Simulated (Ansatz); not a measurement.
Write a Python script for Ansatz 0.2.0 through its Python package that makes energies of removing a hydrogen of C₂H₃NO₂, SMILES OC1(O)C=N1. Level of theory (for the species named): r2scan0, 6-31G* basis, multiplicity 1.

```xyz
8

O    -0.5200    1.3704    0.3134
C     0.1075    0.1794    0.1881
O     1.4905    0.1803    0.2067
C    -0.5294   -1.0232    0.2942
N    -0.4480   -0.7033   -0.9111
H    -0.9585    1.6397   -0.5652
H     1.8703   -0.0303   -0.6684
H    -0.9203   -1.6700    1.0864
```

`run_bde.py`
```python
from dataclasses import dataclass

import ansatz as az


@dataclass(frozen=True)
class RunConfig:
    basis: str = "6-31G*"
    functional: str = "r2scan0"


cfg = RunConfig()


def energy(molecule, charge=0, unpaired=0):
    calc = molecule.calculation().basis(gaussian=cfg.basis).functional(cfg.functional)
    if charge:
        calc = calc.charge(charge)
    if unpaired:
        calc = calc.spin("collinear", total=unpaired)
    report = calc.run(threads=1).report
    if report["published_state_doubts"]:
        print("  doubts:", report["published_state_doubts"])
    return report["free_energy_ev"]

def without(molecule, index):
    rest = az.Crystal.molecule()
    for i, site in enumerate(molecule.cartesian_sites):
        if i != index:
            rest = rest.atom(site.symbol, site.position_ang)
    return rest

geometry_ang = [
    ("O", (-0.52, 1.3704, 0.3134)),
    ("C", (0.1075, 0.1794, 0.1881)),
    ("O", (1.4905, 0.1803, 0.2067)),
    ("C", (-0.5294, -1.0232, 0.2942)),
    ("N", (-0.448, -0.7033, -0.9111)),
    ("H", (-0.9585, 1.6397, -0.5652)),
    ("H", (1.8703, -0.0303, -0.6684)),
    ("H", (-0.9203, -1.67, 1.0864)),
]
geometry = az.Crystal.molecule()
for symbol, xyz in geometry_ang:
    geometry = geometry.atom(symbol, xyz)

whole = energy(geometry, 0)
hydrogen = energy(az.Crystal.molecule().atom("H", (0, 0, 0)), 0, 1)
print(f"E(molecule) = {whole:.5f} eV, E(H) = {hydrogen:.5f} eV")
for index in [6, 7]:
    radical = energy(without(geometry, index), 0, 1)
    print(f"H{index}: homolysis {23.060548 * (radical + hydrogen - whole):.1f} kcal/mol")
```

Output of `python run_bde.py`:
```text
E(molecule) = -7698.32110 eV, E(H) = -13.55743 eV
H6: homolysis 94.6 kcal/mol
H7: homolysis 99.5 kcal/mol
```

Reading the output:
- The settings weren't tested for convergence.
- The geometry is a force-field or estimated start, not a minimum of this method, and the basis set is short of its limit. All parts are taken at fixed geometry, without zero-point energy.
- Wall time of the script: 23 s on 1 thread of Arm Neoverse V1, on a shared host, peak memory 0.29 GiB.
